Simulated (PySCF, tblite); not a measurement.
# C₃H₈BrFSi: geometry, infrared bands and NMR shifts

What infrared bands and NMR shifts should C₃H₈BrFSi (`C[C@@H](CBr)[SiH2]F`) show?

Programs: tblite 0.8.0 and PySCF 2.14.0, with density-fitted response routines of our own. Each step states its level of theory. These are calculated values for one molecule in the gas phase, unless marked as measured. Atoms count from 0, in the outputs and in this text.

### 1 The molecule as given

14 atoms, charge 0, multiplicity 1; geometry from: force field or distance geometry start.

Bonds of the start (Å): C0–C1 1.49, C1–C2 1.50, C2–Br3 1.92, C1–Si4 1.87, Si4–F5 1.68, C0–H6 1.11, C0–H7 1.11, C0–H8 1.10, C1–H9 1.12, C2–H10 1.12, C2–H11 1.11, Si4–H12 1.47, Si4–H13 1.49.

### 2 Geometry optimisation with GFN2-xTB

What the job is given:

```
{"job": {"kind": "relax", "xc": "GFN2-xTB", "basis": "xTB"}, "charge": 0, "multiplicity": 1}
C     -1.032900    -1.039200    -0.350500
C     -0.030500     0.054200    -0.485000
C     -0.518600     1.424700    -0.132900
Br    -1.180300     1.606000     1.659900
Si     1.473500    -0.358500     0.552000
F      1.599500    -2.016100     0.810800
H     -0.875700    -1.738200    -1.202400
H     -0.862200    -1.591400     0.591400
H     -2.074400    -0.687300    -0.342900
H      0.289500     0.060900    -1.553300
H     -1.304700     1.766300    -0.854100
H      0.336200     2.126800    -0.249000
H      1.529200     0.379900     1.818800
H      2.650800     0.011500    -0.284900
```

Started as:

```bash
> OMP_NUM_THREADS=1 python probes_run.py task.json out
```

The driver reads the jobs from task.json and runs them one after another.

**Question.** This job is followed by: GFN2-xTB harmonic vibrations, gas phase; GIAO PBE0/pcSseg-1 NMR shielding, non-relativistic, gas phase. What will the session give for the following? strongest single infrared mode (GFN2-xTB); zero-point energy (GFN2-xTB); 13C shifts against TMS (PBE0/pcSseg-1); 1H shifts against TMS (PBE0/pcSseg-1, means over atoms taken as alike); 79Br shifts against HBr (PBE0/pcSseg-1); 29Si shifts against TMS (PBE0/pcSseg-1); 19F shifts against CFCl3 (PBE0/pcSseg-1); surface potential, 1st and 99th percentile.

**Answer**, as computed:

| quantity | value |
| --- | --- |
| strongest single infrared mode (GFN2-xTB) | 815 cm⁻¹, 300 km/mol |
| zero-point energy (GFN2-xTB) | 64.2 kcal/mol |
| 13C shifts against TMS (PBE0/pcSseg-1) | 51.5, 29.5, 16.5 ppm |
| 1H shifts against TMS (PBE0/pcSseg-1, means over atoms taken as alike) | 5.18, 5.10, 4.09, 3.55, 1.54, 1.53 ppm |
| 79Br shifts against HBr (PBE0/pcSseg-1) | 230 ppm |
| 29Si shifts against TMS (PBE0/pcSseg-1) | 7.9 ppm |
| 19F shifts against CFCl3 (PBE0/pcSseg-1) | -226.7 ppm |
| surface potential, 1st and 99th percentile | -1.11 V and 1.15 V |

The optimisation took 91 steps and gained 0.537 eV; among the close pairs (by a distance rule), Si4–F5 changed most, from 1.682 to 1.613 Å. All 36 modes are real, so the xTB geometry is a minimum. The strongest single mode, at 815 cm⁻¹, moves mainly F5 and Si4. GFN2-xTB is a fitted tight-binding method: band positions and strengths are rough. Its intensities can rank the bands wrongly. C2 stands next to heavy halogen, whose spin-orbit shielding this run leaves out, so the computed shift lies too far downfield, most of all for carbon beside Br or I. At PBE0/pcSseg-1: The widest tensor belongs to Br3: span 1069 ppm, with a paramagnetic part of -732 ppm. Spin-orbit coupling is left out, which matters for shieldings and couplings at and beside the heavy atoms.
